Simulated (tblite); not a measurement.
# C6H9BCl2O: the cost of one run

The runs use tblite 0.8.0 and PySCF 2.14.0, with density-fitted response routines of our own; the level of theory stands in each step. All values are computed, except where a source is named. Atoms are numbered from 0 throughout.

### Step 1. The molecule as given

19 atoms, charge 0, multiplicity 1; geometry from: force field or distance geometry start.

Bonds of the start (Å): C0–C1 1.33, C1–C2 1.50, C1–C3 1.49, C3–C4 1.33, C4–B5 1.58, B5–Cl6 1.85, B5–Cl7 1.85, C3–O8 1.42, O8–C9 1.42, C0–H10 1.09, C0–H11 1.08, C2–H12 1.10, C2–H13 1.11, C2–H14 1.13, C4–H15 1.09, C9–H16 1.11, C9–H17 1.11, C9–H18 1.10.

### Step 2. Geometry optimisation with GFN2-xTB

What the job is given:

```
{"job": {"kind": "relax", "xc": "GFN2-xTB", "basis": "xTB"}, "charge": 0, "multiplicity": 1}
C     -1.899400    -0.890900    -0.187200
C     -1.049200     0.009100     0.293200
C     -1.463900     0.927600     1.408100
C      0.289900     0.174900    -0.330900
C      0.613200     1.352600    -0.850800
B      1.983600     1.697900    -1.552600
Cl     2.229300     3.397400    -2.236000
Cl     3.391200     0.500200    -1.697300
O      1.214000    -0.896700    -0.350800
C      1.043500    -2.113300     0.371100
H     -2.904400    -0.989200     0.231700
H     -1.646800    -1.520600    -1.025100
H     -0.591900     1.384100     1.908900
H     -2.048300     0.377400     2.172100
H     -2.107300     1.751300     0.987200
H     -0.112800     2.161100    -0.819900
H      1.983800    -2.700300     0.291400
H      0.846700    -1.906900     1.438800
H      0.219000    -2.706500    -0.059200
```

Run with:

```console
OMP_NUM_THREADS=1 python probes_run.py task.json out
```

This one command runs all jobs of the session in turn.

Q: Estimate the wall time and peak memory of this first job on 1 thread of Arm Neoverse N1, shared host.

About 2.3 s, with a peak of 0.18 GiB.
